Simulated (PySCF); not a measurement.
**C3H5NSSi: electronic excitations and core binding energies**

Wanted: the electronic excitations and core binding energies of C3H5NSSi (`[H]/N=C\C1=C[SiH2]S1`), by calculation.

Computed with PySCF 2.14.0, with density-fitted response routines of our own, on a single molecule in the gas phase. Atoms are numbered from 0 throughout.

## 1. The molecule as given

11 atoms, charge 0, multiplicity 1; geometry from: GFN2-xTB.

Bonds of the start (Å): N0–C1 1.26, C1–C2 1.45, C2–C3 1.35, C3–Si4 1.87, Si4–S5 2.21, S5–C2 1.78, N0–H6 1.02, C1–H7 1.09, C3–H8 1.08, Si4–H9 1.45, Si4–H10 1.45.

## 2. Excited states and response: PBE0/def2-SVPD

Job settings and geometry (Å):

```
{"job": {"kind": "uv", "xc": "PBE0", "basis": "def2-SVPD", "nstates": 8, "ntriplets": 3}, "charge": 0, "multiplicity": 1}
N     -2.571890     0.645775     0.912469
C     -1.759911    -0.233481     0.525070
C     -0.348988    -0.060345     0.229174
C      0.563356    -0.967629    -0.188666
Si     2.054725     0.158185    -0.291494
S      0.450039     1.519843     0.390548
H     -2.155047     1.573001     1.019111
H     -2.140556    -1.244583     0.391420
H      0.357525    -2.008491    -0.371333
H      3.057399     0.047529     0.753123
H      2.498773     0.572866    -1.610456
```

With the program's defaults for keys left out, this is: TDDFT PBE0/def2-SVPD, vertical, gas phase, core orbitals frozen in the response.

Run with:

```bash
OMP_NUM_THREADS=1 python probes_run.py task.json out
```

This one command runs all jobs of the session in turn.

**Question.** This job is followed by: delta-SCF UKS SCAN, pcX-2 on the ionised atom, pcseg-1 elsewhere, spin-free X2C. What will the session give for the following? lowest singlet (PBE0/def2-SVPD); brightest single state of those computed; lowest triplet; C1s binding energies, SCAN/pcX-2 (standing for 2 of 3 atoms); Si1s binding energies, SCAN/pcX-2; Si2p binding energies, SCAN/pcX-2; S1s binding energies, SCAN/pcX-2; S2p binding energies, SCAN/pcX-2.

The runs gave:

| quantity | value |
| --- | --- |
| lowest singlet (PBE0/def2-SVPD) | 3.76 eV (329 nm), f = 0.039 |
| brightest single state of those computed | state 8, 6.26 eV, f = 0.258 |
| lowest triplet | 2.65 eV |
| C1s binding energies, SCAN/pcX-2 (standing for 2 of 3 atoms) | C1 292.02, C3 289.93 eV |
| Si1s binding energies, SCAN/pcX-2 | Si4 1847.37 eV |
| Si2p binding energies, SCAN/pcX-2 | Si4 107.79 eV |
| S1s binding energies, SCAN/pcX-2 | S5 2476.73 eV |
| S2p binding energies, SCAN/pcX-2 | S5 169.38 eV |

In words: The first singlet state (HOMO→LUMO 0.96) lies at 3.76 eV and is weak; of the 8 states computed, the strongest absorption comes from state 8 at 6.26 eV (the last computed, so partners may be missing). The lowest triplet lies 1.11 eV below the lowest singlet (triplets in Tamm-Dancoff, singlets in full TDDFT). The C1s levels kept as sound span 2.09 eV, from C3 (alkene CH) up to C1 (C=N carbon). Only 2 of the 3 C atoms are covered by sound results.
